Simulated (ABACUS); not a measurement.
# HfIn4SiO6 (P1) in ABACUS: further runs, part 2 of 2

ABACUS 3.10.1. The steps go on from the part before.

## 3. Single point, PBE

File INPUT:

```
INPUT_PARAMETERS
suffix              HfIn4SiO6
calculation         scf
basis_type          lcao
pseudo_dir          ./
orbital_dir         ./
symmetry            1
dft_functional      pbe
ecutwfc             100
pseudo_rcut         7
nspin               1
nbands              63
ks_solver           genelpa
smearing_method     fd
smearing_sigma      0.00367493
scf_thr             1e-07
scf_nmax            100
mixing_type         broyden
mixing_beta         0.7
cal_force           1
cal_stress          1
out_mul             1
```

File STRU:

```
ATOMIC_SPECIES
Hf 178.4900 Hf.upf
In 114.8180 In.upf
Si 28.0850 Si.upf
O 15.9990 O.upf

NUMERICAL_ORBITAL
Hf_confined-atom_8au_2s1p1d.orb
In_confined-atom_8au_1s1p1d.orb
Si_confined-atom_7au_1s1p.orb
O_confined-atom_6au_1s1p.orb

LATTICE_CONSTANT
1.8897261246

LATTICE_VECTORS
5.6986700000 0.0038100000 0.0155900000
-0.7050600000 6.1081500000 -0.0057500000
-2.7371800000 -1.3955700000 6.6307600000

ATOMIC_POSITIONS
Direct

Hf
0.0
1
0.1179300000 0.0155600000 0.1329200000 1 1 1

In
0.0
4
0.3884200000 0.9990100000 0.7289100000 1 1 1
0.7586500000 0.0084200000 0.4958600000 1 1 1
0.2346100000 0.4884100000 0.5330000000 1 1 1
0.5964900000 0.4821100000 0.2052800000 1 1 1

Si
0.0
1
0.8677800000 0.4402900000 0.8554400000 1 1 1

O
0.0
6
0.5531600000 0.3873800000 0.7929000000 1 1 1
0.9345400000 0.3848300000 0.6559600000 1 1 1
0.9841400000 0.2621800000 0.0034700000 1 1 1
0.9908300000 0.6980600000 0.9845200000 1 1 1
0.0866500000 0.0649300000 0.3937400000 1 1 1
0.4868000000 0.1088300000 0.2179900000 1 1 1
```

File KPT:

```
K_POINTS
0
Gamma
5 5 4 0 0 0
```

Potentials or basis: PseudoDojo NC SR 0.4.1 PBE standard, SZ LCAO (the cutoffs set its grid).

Started as:

```console
OMP_NUM_THREADS=1 mpirun -np 4 abacus > log
```

running log:

```text
ABACUS v3.10.1

               Atomic-orbital Based Ab-initio Computation at UStc

 ------------------------------------------------------------------------------------

 READING GENERAL INFORMATION
                           global_out_dir = OUT.HfIn4SiO6/
                           global_in_card = INPUT
                               pseudo_dir = ./
                              orbital_dir = ./
                                    DSIZE = 4
                                    GSIZE = 1

 READING UNITCELL INFORMATION
                                    ntype = 4
[... 905 lines left out ...]
                       Hf1        -0.3571516880        -0.3585724546        -1.1441779607
                       In1        -0.1446459082        -0.2818582125         0.3668742791
                       In2        -0.0483887979        -0.2827204491         0.0183577102
                       In3        -0.0191612952         0.0877669186        -0.1792555985
                       In4         0.0143199409         0.3152284183        -0.1308839521
                       Si1         0.5107177412         0.7975096475         0.7932427392
                        O1        -3.7101565192        -0.6115296099        -0.8911239849
                        O2         2.2891220946        -0.2140484408        -3.1727266952
                        O3         0.8012559447        -2.7605274278         1.9396039979
                        O4         0.3676685716         3.3055706759         2.0483762604
                        O5        -0.0293271705         0.0045950860         0.3096253249
                        O6         0.3257470860        -0.0014141516         0.0420878798
------------------------------------------------------------------------------------------

----------------------------------------------------------------
 TOTAL-STRESS (KBAR)
----------------------------------------------------------------
        69.6677600899         5.7425003376        -2.5562345299
         5.7425003376        56.6229857557         3.7774328352
        -2.5562345299         3.7774328352        58.1170971853
----------------------------------------------------------------
 TOTAL-PRESSURE: 61.469281 KBAR

 --------------------------------------------
 !FINAL_ETOT_IS -11579.1931924544969661 eV
 --------------------------------------------
```

stdout:

```text
ABACUS v3.10.1

               Atomic-orbital Based Ab-initio Computation at UStc

%%%%%%%%%%%%%%%%%%%%%%%%%%%%%%%%%%%%%%%%%%%%%%%%%%%%%%%%%%%%%%%%%%%%%%%%%%%%%%%%%%%%%%%%%%%%%%%%%%%%%%%%%
 Warning: the number of valence electrons in pseudopotential > 4 for Hf: [Xe] 4f14 5d2 6s2
[... 44 lines left out ...]
 TOTAL-STRESS (KBAR)
----------------------------------------------------------------
        69.6677600899         5.7425003376        -2.5562345299
         5.7425003376        56.6229857557         3.7774328352
        -2.5562345299         3.7774328352        58.1170971853
----------------------------------------------------------------
 TOTAL-PRESSURE: 61.469281 KBAR
```

mulliken.txt:

```text
 0
CALCULATE THE MULLIkEN ANALYSIS FOR EACH ATOM
 Total charge:	104
Decomposed Mulliken populations
0                             Zeta of Hf              Spin 1
s                                      0              1.9977
s                                      1              0.3828
SUM OVER M+Zeta                                       2.3805

pz                                     0              1.9967
px                                     0              1.9963
py                                     0              1.9967
SUM OVER M                                            5.9897
SUM OVER M+Zeta                                       5.9897

dz^2                                   0              0.4533
dxz                                    0              0.4720
dyz                                    0              0.4546
dx^2-y^2                               0              0.4596
dxy                                    0              0.4391
SUM OVER M                                            2.2787
SUM OVER M+Zeta                                       2.2787
[... 188 lines left out ...]
11                             Zeta of O              Spin 1
s                                      0              1.8678
SUM OVER M+Zeta                                       1.8678

pz                                     0              1.6044
px                                     0              1.6001
py                                     0              1.5640
SUM OVER M                                            4.7684
SUM OVER M+Zeta                                       4.7684

SUM OVER M+Zeta+L                                     6.6362

Total Charge on atom:                  O              6.6362
```

It took 19 s on 4 MPI ranks of Intel Xeon 6975P-C (Granite Rapids), shared host; peak memory 0.88 GiB.

The run converged, but some of its settings lie outside the range that counts as converged, so its numbers aren't taken as properties of the crystal.

Results:

```
Free energy            : -11579.1932 eV
Pressure               : 6.1 GPa
Largest force          : 3.918 eV/Å
Band gap on the k mesh : 0.82 eV, indirect (least direct gap 1.09 eV)
Mulliken charges       : Hf +1.35; In +0.22, +0.41, +0.39, +0.35; Si +1.52; O -0.72, -0.75, -0.73, -0.64 e
```

Caveat: the atomic orbitals were generated for these runs and aren't a published set; Mulliken charges move with the basis; spin-orbit coupling is left out, which moves the levels of the heavy elements; an odd mesh through Γ misses points on the zone boundary, where band edges often lie; the basis of atomic orbitals isn't converged, which shifts pressures, moduli and gaps; forces of over 1 eV/Å show positions far from the minimum, so gaps and moduli don't describe the material at rest.
